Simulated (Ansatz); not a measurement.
# SrB: the cost of one run

Method: DFT r²SCAN, scalar-relativistic, plane waves, PAW, in Ansatz 0.2.0.

1 further run of the same task is left out (set aside as unsound or not needed). Runs told in other sessions of the task aren't counted.

## (1) The structure to begin with

The structure is cubic, space group Fm-3m (No. 225). The conventional cell has a = 5.984 Å, b = 5.984 Å, c = 5.984 Å, α = 90.00°, β = 90.00°, γ = 90.00°. Sr (site symmetry m-3m) is surrounded by 6 B at 2.99 Å. B (site symmetry m-3m) is surrounded by 6 Sr at 2.99 Å.

Structure file:

```xyz
2
Lattice="0.0000 2.9921 2.9921 2.9921 0.0000 2.9921 2.9921 2.9921 0.0000" Properties=species:S:1:pos:R:3 pbc="T T T"
Sr    2.9921    2.9921    2.9921
B     0.0000    0.0000    0.0000
```

This cell comes from an earlier session at r²SCAN: 26.787 Å³/atom at 0.00 GPa, on a 10×10×10 mesh.

Volume factors to run: 0.980, 1.020, 0.960, 1.040, 1.070.

## (2) At 0.980 of the relaxed volume

input.yaml

```yaml
crystal:
  lattice:
    - [0.0, 2.972024545, 2.972024545]
    - [2.972024545, 0.0, 2.972024545]
    - [2.972024545, 2.972024545, 0.0]
  atoms:
    - { symbol: Sr, position: [0.5, 0.5, 0.5] }
    - { symbol: B, position: [0.0, 0.0, 0.0] }
basis:
  ecutwfc: 500
  ecutrho_ratio: 4
kpoints:
  mp_grid: { grid: [10, 10, 10] }
hamiltonian:
  xc: r2scan
scf:
  occupations: { method: gaussian, width: 0.05 }
output:
  forces: true
  stress: true
  eigenvalues: true
```

Started as:

```bash
> ansatz run input.yaml --threads 2 --pin off --max-ram 2662MiB --backend cpu --events-out ev --progress --plain --runs-dir out
```

Q: Estimate wall time and peak memory on 2 threads of Arm Neoverse N1, shared host.

About 4.7 s, with a peak of 0.45 GiB.
